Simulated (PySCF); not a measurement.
# GaH+: from the state search to spectroscopic constants

One table from this session's results is given with a row withheld; the runs are named, their logs left out.

Computed with PySCF 2.14.0. Level: Ga aug-cc-pVDZ-PP with ECP10, H aug-cc-pVDZ, scalar-relativistic core potentials.

Set-up of the first run:

A driver script around PySCF takes these settings:

| Quantity | Value |
| --- | --- |
| atoms | Ga, H |
| charge | 1 |
| basis | Ga aug-cc-pVDZ-PP with ECP10, H aug-cc-pVDZ |
| Hamiltonian | scalar-relativistic core potentials |
| basis functions | 41 |
| electrons treated | 21 |
| masses in u | 68.9256, 1.0078 |
| levels | PBE0, PBE, r²SCAN, TPSS, BLYP, r²SCAN0, CAM-B3LYP, HF, MP2, SCS-MP2, CCSD, CCSD(T) |
| grid | 80 radial by 434 angular points |
| occupations | held fixed by the projection of orbital angular momentum |
| dissociation limit | Ga+ + H, each in its ground configuration |
| starting distance in angstrom | 1.625 |
| values of 2S to try | 1, 3 |

Launch:

```console
$ OMP_NUM_THREADS=1 python dia.py task.json out
```

Among the steps run: Input; PBE0 along the bond; Higher solutions at PBE0; PBE (GGA); r²SCAN (meta-GGA); TPSS (meta-GGA); BLYP (GGA); r²SCAN0; CAM-B3LYP (range-separated hybrid); UHF (mean field); MP2 and coupled cluster.

One table of the session follows, with a row left open; its other results are not shown here.

| level | Re (Å) | ωe (cm⁻¹) | De (eV) |
| --- | --- | --- | --- |
| UHF | 1.651 | 1249 | 0.126 |
| UHF-MP2 | 1.615 | 1481 | 0.286 |
| UHF-SCS-MP2 | 1.618 | 1485 | 0.263 |
| UHF-CCSD | 1.657 | 1280 | 0.325 |
| UHF-CCSD(T) | 1.656 | 1286 | 0.337 |
| PBE | ? | ? | ? |
| BLYP | 1.771 | 922 | 0.350 |
| TPSS | 1.702 | 1126 | 0.62 |
| r²SCAN | 1.688 | 1155 | 0.59 |
| PBE0 | 1.688 | 1182 | 0.401 |
| r²SCAN0 | 1.674 | 1198 | 0.59 |
| CAM-B3LYP | 1.698 | 1129 | 0.401 |

Estimate the missing values for PBE.

As computed: Re (Å): 1.733; ωe (cm⁻¹): 1029; De (eV): 0.376. In the column «Re (Å)» it lies between TPSS (1.702) and BLYP (1.771).

De is counted to Ga+ + H in their ground configurations.
